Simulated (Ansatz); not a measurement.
# HCl: the cost of one run

Computed with Ansatz 0.2.0 (DFT r2SCAN, scalar-relativistic, plane waves, PAW, unless a step's input says otherwise).

### Step 1. Starting point

Symmetry: Fmmm, No. 69, orthorhombic system. The conventional cell has a = 5.030 Å, b = 5.350 Å, c = 5.710 Å, α = 90.00°, β = 90.00°, γ = 90.00°. Around H (site symmetry mmm) lie 6 Cl at 2.52 to 2.85 Å. Around Cl (site symmetry mmm) lie 6 H at 2.52 to 2.85 Å.

Structure file:

```xyz
2
Lattice="0.0000 2.6750 2.8550 2.5150 0.0000 2.8550 2.5150 2.6750 0.0000" Properties=species:S:1:pos:R:3 pbc="T T T"
H     0.0000    0.0000    0.0000
Cl    2.5150    2.6750    2.8550
```

The structure comes from the Crystallography Open Database.

### Step 2. A first look at the start

Contents of input.yaml:

```yaml
crystal:
  lattice:
    - [0.0, 2.675, 2.855]
    - [2.515, 0.0, 2.855]
    - [2.515, 2.675, 0.0]
  atoms:
    - { symbol: H, position: [0.0, 0.0, 0.0] }
    - { symbol: Cl, position: [0.5, 0.5, 0.5] }
basis:
  ecutwfc: 500
kpoints:
  mp_grid: { grid: [6, 6, 6] }
hamiltonian:
  xc: r2scan
scf:
  occupations: { method: gaussian, width: 0.1 }
output:
  forces: true
  stress: true
  eigenvalues: true
```

The run is started by

```
$ ansatz run input.yaml --threads 1 --pin off --max-ram 2560MiB --backend cpu --events-out ev --progress --plain --runs-dir out
```

What time and memory should one allow on 1 thread of Arm Neoverse V1, shared host?

About 3.8 s, with a peak of 0.37 GiB.
